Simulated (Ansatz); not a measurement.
**LaI2: how the settings move a single-point run**

Aim: see which settings change the result for LaI2, by how much, and at what cost.

Program: Ansatz 0.2.0. Level of theory: reference: DFT, r2SCAN, PAW with Ansatz's default frozen-core files, scalar-relativistic. These are calculated values, not measurements.

### 1 The structure to begin with

Symmetry: I4/mmm, No. 139, tetragonal system. Conventional cell: a = 3.308 Å, b = 3.308 Å, c = 11.783 Å, α = 90.00°, β = 90.00°, γ = 90.00°. La (site symmetry 4/mmm) has 8 I at 2.83 Å as nearest neighbours. I (site symmetry 4mm) has 4 La at 2.83 Å and 5 I at 3.18 to 3.31 Å as nearest neighbours.

Coordinates:

```
CELL_PARAMETERS angstrom
-1.65397 1.65397 5.89138
1.65397 -1.65397 5.89138
1.65397 1.65397 -5.89138
ATOMIC_POSITIONS crystal
La 0.00000 0.00000 0.00000
I 0.36500 0.36500 0.00000
I 0.63500 0.63500 0.00000
```

### 2 The reference run

The input, input.yaml:

```yaml
crystal:
  lattice:
    - [-1.6539714567, 1.6539714567, 5.8913771671]
    - [1.6539714567, -1.6539714567, 5.8913771671]
    - [1.6539714567, 1.6539714567, -5.8913771671]
  atoms:
    - { symbol: La, position: [0.0, 0.0, 0.0] }
    - { symbol: I, position: [0.365, 0.365, 0.0] }
    - { symbol: I, position: [0.635, 0.635, 0.0] }
kpoints:
  mp_grid: { grid: [10, 10, 10] }
  band_path:
    path:
      - [0.0, 0.0, 0.0]
      - [0.0, 0.0, 0.5]
      - [0.25, 0.25, 0.25]
      - [0.0, 0.5, 0.0]
      - [0.0, 0.0, 0.0]
      - [0.5, 0.5, -0.5]
      - [0.2697043619, 0.7302956381, -0.2697043619]
      - [-0.2697043619, 0.2697043619, 0.2697043619]
      - [0.0, 0.0, 0.0]
    npoints: 6
scf:
  occupations: { method: fermi_dirac, width: 0.03 }
hamiltonian:
  xc: r2scan
  pseudopotentials: { kind: paw }
output:
  forces: true
  stress: true
  eigenvalues: true
  efg: { contact_densities: true }
  populations: true
```

Launch:

```
> ansatz run input.yaml --threads 1 --pin off --max-ram 3072MiB --backend cpu --events-out ev --progress --plain --runs-dir out
```

### 3 Variant: occupations.method methfessel_paxton, occupations.width 0.01, xc lda

Changes to input.yaml since step 2:

```diff
@@ -24,5 +24,5 @@
 scf:
-  occupations: { method: fermi_dirac, width: 0.03 }
+  occupations: { method: methfessel_paxton, width: 0.01 }
 hamiltonian:
-  xc: r2scan
+  xc: lda
   pseudopotentials: { kind: paw }
```

What does the calculation give? Wanted: for each run, ending; energy change; pressure; gap; force.

**Answer**, as computed:

```tsv
run	ending	energy change	pressure (GPa)	gap (eV)	force (eV/Å)	cycles	time
reference	converged	-	69.4	0.00	5.57	7	33 s
1: occupations.method methfessel_paxton, occupations.width 0.01, xc lda	converged	not comparable	57.7	0.00	4.97	6	15 s
```

Residual by cycle in the longest SCF loop of each run; runs are numbered as in the table. The quantity is the density residual dr2, in eV.

```tsv
cycle	reference	run 1
1	0.0561	0.0177
2	0.0127	0.00554
3	7.3e-4	8.2e-5
4	9.6e-5	7.5e-6
5	6.2e-6	8.0e-7
6	2.3e-7	3.1e-8
7	9.5e-9	-
```

**Reading.** A change of functional puts the total energy on another scale; the pressure goes from 69.4 to 57.7 GPa and the largest force goes from 5.57 to 4.97 eV/Å. The smearing changed too. Cost: 6 SCF cycles against 7, 15 s against 33 s. The structure is not at rest: the sound run finds 69 GPa, so these are no properties of the relaxed crystal. 
